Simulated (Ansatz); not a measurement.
## LaSb, space group Fm-3m: a convergence test of the k-point mesh

Computed with the Ansatz DFT code, driven from Python.

`run_kconv.py`
```python
"""k-point test for LaSb."""

import ansatz as az

crystal = (
    az.Lattice.fcc(6.49)
    .space_group(225)
    .atom("La", [0.0, 0.0, 0.0])
    .atom("Sb", [0.5, 0.0, 0.0])
    .primitive()
)

job = (
    crystal.calculation()
    .functional("lda")
    .basis(470)  # cutoff of the orbital basis
    .occupations("gaussian", width=0.1)
    .scf(tolerance=1e-07)
)

rows = []
for value in [(2, 2, 2), (3, 3, 3), (4, 4, 4), (5, 5, 5), (6, 6, 6), (7, 7, 7)]:
    r = job.kpoints(*value).run().report
    rows.append((value, r["free_energy_ev"] / len(r["lattice"]["sites"]), r["n_iterations"], r["n_kpoints"]))

print("        mesh   F/atom (eV)    iterations      k-points")
for row in rows:
    print(f"{str(row[0]):>12s}  {row[1]:12.5f}  {row[2]:12d}  {row[3]:12d}")

# differences from the last row
for row in rows[:-1]:
    shift = 1000 * (row[1] - rows[-1][1])
    print(f"{row[0]}: {shift:+.2f} meV/atom" + ("  (within 2 meV)" if abs(shift) < 2 else ""))
```

```console
$ python run_kconv.py
        mesh   F/atom (eV)    iterations      k-points
   (2, 2, 2)   -6206.83012             6             3
   (3, 3, 3)   -6207.14604             6             4
   (4, 4, 4)   -6207.21372             6             8
   (5, 5, 5)   -6207.22414             6            10
   (6, 6, 6)   -6207.22931             6            16
   (7, 7, 7)   -6207.23153             6            20
(2, 2, 2): +401.41 meV/atom
(3, 3, 3): +85.49 meV/atom
(4, 4, 4): +17.81 meV/atom
(5, 5, 5): +7.40 meV/atom
(6, 6, 6): +2.22 meV/atom
```

Notes:
- The structure is a deposited one; some such entries were measured under pressure or heat, so a shift against it needn't be the functional's error alone.
- Shifts are counted from the finest mesh, which is itself no proven limit.
- Finished in 4.4 s on 1 thread of Intel(R) Xeon(R) 6975P-C (Granite Rapids), on a shared host, peak memory 0.41 GiB.

(Lines on the test bed's own set-up are left out of the output.)
